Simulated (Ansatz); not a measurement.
**C₂H₄ClGa: taking an electron away**

An exercise on one series of results from a longer session: the logs are not shown, and one member is left open.

The runs use Ansatz 0.2.0, Gaussian basis; unrestricted cation, the program's frozen cores in correlated methods.

Levels to be run: UKS PBE-D4/def2-TZVPP; UKS r2SCAN-D4/def2-TZVPP; UKS PBE0-D4/def2-TZVPP; UKS B3LYP-D4/def2-TZVPP; UKS wB97X-V/def2-TZVPP; UKS wB97M-V/def2-TZVPP; UKS B2PLYP/def2-TZVPP; UHF-CCSD(T)/def2-TZVPP; UHF-MP2/def2-QZVPP; extrapolation to the limit; then −ε(HOMO) from the neutral's earlier runs with LDA (SPW92), PBE-D4, revPBE-D4, BLYP-D4, r2SCAN-D4, B97M-V, PBE0-D4, B3LYP-D4, r2SCANh-D4, r2SCAN0-D4, HSE06-D4, BHLYP-D4, CAM-B3LYP-D4, LC-ωPBE, ωB97X-V, ωB97M-V.

### The geometry

The geometry comes from an earlier relaxation with PBE0-D4 in a triple-zeta def2 set; it is a stationary point, not always the lowest conformer.

SMILES `C=[CH][GaH][Cl]`, 8 atoms, charge 0, spin multiplicity 1.

Atoms are counted from 1 here; the program's logs count them from 0.

Bond lengths: C1–C2 1.332 Å, C1–H5 1.088 Å, C1–H6 1.088 Å, C2–Ga3 1.937 Å, C2–H7 1.087 Å, Ga3–Cl4 2.154 Å, Ga3–H8 1.558 Å. Angles: C2–C1–H5 122.2°, C2–C1–H6 122.3°, H5–C1–H6 115.5°, C1–C2–Ga3 120.6°, C1–C2–H7 118.9°, Ga3–C2–H7 120.5°, C2–Ga3–Cl4 116.7°, C2–Ga3–H8 127.1°, Cl4–Ga3–H8 116.1°.

Set-up of the first run:

File in.yaml:

```yaml
crystal:
  periodic: [false, false, false]
  atoms:
    - {symbol: C, position_ang: [-0.399591, 1.401601, 0.244551]}
    - {symbol: C, position_ang: [0.491393, 0.451387, -0.035051]}
    - {symbol: Ga, position_ang: [-0.051129, -1.403301, -0.162330]}
    - {symbol: Cl, position_ang: [1.492095, -2.834936, -0.618552]}
    - {symbol: H, position_ang: [-1.451088, 1.178577, 0.409855]}
    - {symbol: H, position_ang: [-0.125209, 2.451403, 0.322977]}
    - {symbol: H, position_ang: [1.529795, 0.733798, -0.190845]}
    - {symbol: H, position_ang: [-1.486255, -1.978528, 0.029395]}
basis:
  gaussian: {orbitals: def2-TZVPP}
total_charge: 1
magnetization: {spin_polarized: true, initial_magnetization: 1}
hamiltonian: {xc: pbe, dispersion: d4}
```

On the command line:

```bash
$ ansatz run in.yaml --threads 2 --pin off --events-out ev --progress --plain --max-ram 32768MiB --backend cpu
```

Steps of the session up to this table: Cation, UKS PBE-D4/def2-TZVPP; Cation, UKS r2SCAN-D4/def2-TZVPP; Cation, UKS PBE0-D4/def2-TZVPP; Cation, UKS B3LYP-D4/def2-TZVPP; Cation, UKS wB97X-V/def2-TZVPP; Cation, UKS wB97M-V/def2-TZVPP; Cation, UKS B2PLYP (frozen core)/def2-TZVPP; Cation, UHF-CCSD(T)/def2-TZVPP; Cation, UHF-MP2/def2-QZVPP.

One table of the session follows, with a row left open; its other results are not shown here.

Orbital estimates, from the neutral's runs:

```
  functional  −ε(HOMO) (eV)
 LDA (SPW92)           6.98
      PBE-D4           6.87
   revPBE-D4           6.82
     BLYP-D4           6.74
   r2SCAN-D4           7.18
      B97M-V           7.27
     PBE0-D4           8.18
    B3LYP-D4           7.95
  r2SCANh-D4           7.66
  r2SCAN0-D4           8.38
    HSE06-D4           7.78
    BHLYP-D4           9.38
CAM-B3LYP-D4           9.53
     LC-ωPBE          10.89
     ωB97X-V              ?
     ωB97M-V          10.38
```

**Question.** Estimate the row for ωB97X-V.

The run gave: −ε(HOMO) (eV): 10.54. In the column «−ε(HOMO) (eV)» it lies between ωB97M-V (10.38) and LC-ωPBE (10.89).
